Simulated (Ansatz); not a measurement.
# Ti3C2O: the cost of one run

Computed with Ansatz 0.2.0 (DFT PBE, scalar-relativistic, plane waves, PAW, and further levels as typed in the inputs, unless a step's input says otherwise).

**1. The system as given**

The structure is monoclinic, space group P2/m (No. 10). The conventional cell has a = 5.283 Å, b = 3.050 Å, c = 24.620 Å, α = 90.00°, β = 90.00°, γ = 90.00°. Around Ti (site symmetry 2/m) lie 6 C at 2.15 Å. C (site symmetry m) has 6 Ti at 2.08 to 2.15 Å as nearest neighbours. Around Ti (site symmetry m) lie 1 O at 2.02 Å and 3 C at 2.08 Å. Around Ti (site symmetry m) lie 2 O at 2.02 Å and 3 C at 2.08 Å. Around O (site symmetry m) lie 3 Ti at 2.02 Å.

Coordinates:

```cif
data_structure
_symmetry_space_group_name_H-M 'P2/m'
_symmetry_Int_Tables_number 10
_cell_length_a 5.2828
_cell_length_b 3.0500
_cell_length_c 24.6200
_cell_angle_alpha 90.000
_cell_angle_beta 90.000
_cell_angle_gamma 90.000
_cell_volume 396.69
loop_
_atom_site_label
_atom_site_type_symbol
_atom_site_symmetry_multiplicity
_atom_site_Wyckoff_symbol
_atom_site_fract_x
_atom_site_fract_y
_atom_site_fract_z
_atom_site_occupancy
Ti1 Ti 1 c 0.00000 0.00000 0.50000 1
C1 C 2 n 0.16667 0.50000 0.54996 1
C2 C 2 m 0.33333 0.00000 0.45004 1
Ti2 Ti 2 m 0.33333 0.00000 0.59464 1
Ti3 Ti 2 n 0.16667 0.50000 0.40536 1
O1 O 2 m 0.00000 0.00000 0.63444 1
Ti4 Ti 1 h 0.50000 0.50000 0.50000 1
```

**2. Relaxing cell and atoms: Ti12C8O4 sheet, no spin**

input.yaml

```yaml
crystal:
  lattice:
    - [6.1, 0.0, 0.0]
    - [-3.05, 5.2827549631, 0.0]
    - [0.0, 0.0, 24.62]
  atoms:
    - { symbol: Ti, position: [0.0, 0.0, 0.5] }
    - { symbol: C, position: [0.1666666667, 0.3333333333, 0.5499593826] }
    - { symbol: C, position: [0.3333333333, 0.1666666667, 0.4500406174] }
    - { symbol: Ti, position: [0.3333333333, 0.1666666667, 0.5946385053] }
    - { symbol: Ti, position: [0.1666666667, 0.3333333333, 0.4053614947] }
    - { symbol: O, position: [0.0, 0.0, 0.6344435418] }
    - { symbol: O, position: [0.0, 0.0, 0.3655564582] }
    - { symbol: Ti, position: [0.0, 0.5, 0.5] }
    - { symbol: C, position: [0.1666666667, 0.8333333333, 0.5499593826] }
    - { symbol: C, position: [0.3333333333, 0.6666666667, 0.4500406174] }
    - { symbol: Ti, position: [0.3333333333, 0.6666666667, 0.5946385053] }
    - { symbol: Ti, position: [0.1666666667, 0.8333333333, 0.4053614947] }
    - { symbol: O, position: [0.0, 0.5, 0.6344435418] }
    - { symbol: O, position: [0.0, 0.5, 0.3655564582] }
    - { symbol: Ti, position: [0.5, 0.0, 0.5] }
    - { symbol: C, position: [0.6666666667, 0.3333333333, 0.5499593826] }
    - { symbol: C, position: [0.8333333333, 0.1666666667, 0.4500406174] }
    - { symbol: Ti, position: [0.8333333333, 0.1666666667, 0.5946385053] }
    - { symbol: Ti, position: [0.6666666667, 0.3333333333, 0.4053614947] }
    - { symbol: Ti, position: [0.5, 0.5, 0.5] }
    - { symbol: C, position: [0.6666666667, 0.8333333333, 0.5499593826] }
    - { symbol: C, position: [0.8333333333, 0.6666666667, 0.4500406174] }
    - { symbol: Ti, position: [0.8333333333, 0.6666666667, 0.5946385053] }
    - { symbol: Ti, position: [0.6666666667, 0.8333333333, 0.4053614947] }
  periodic: [true, true, false]
scf:
  occupations: { method: gaussian, width: 0.05 }
  n_extra_bands: 6
output:
  forces: true
  stress: true
  write_density: true
  write_potential: true
  elf: true
  volumetric_format: npy
kpoints:
  mp_grid: { grid: [5, 5, 1] }
hamiltonian:
  xc: pbe
relax:
  f_tol: 0.02
  max_steps: 100
  cell: { stress_2d_tol: 0.1 }
```

Run with:

```bash
$ ansatz run input.yaml --threads 8 --pin off --max-ram 24576MiB --backend cpu --events-out ev --progress --plain --runs-dir out
```

Q: Estimate wall time and peak memory on 8 threads of Intel Xeon Platinum 8488C (Sapphire Rapids), shared host.

About 1.9 min, with a peak of 6.2 GiB.
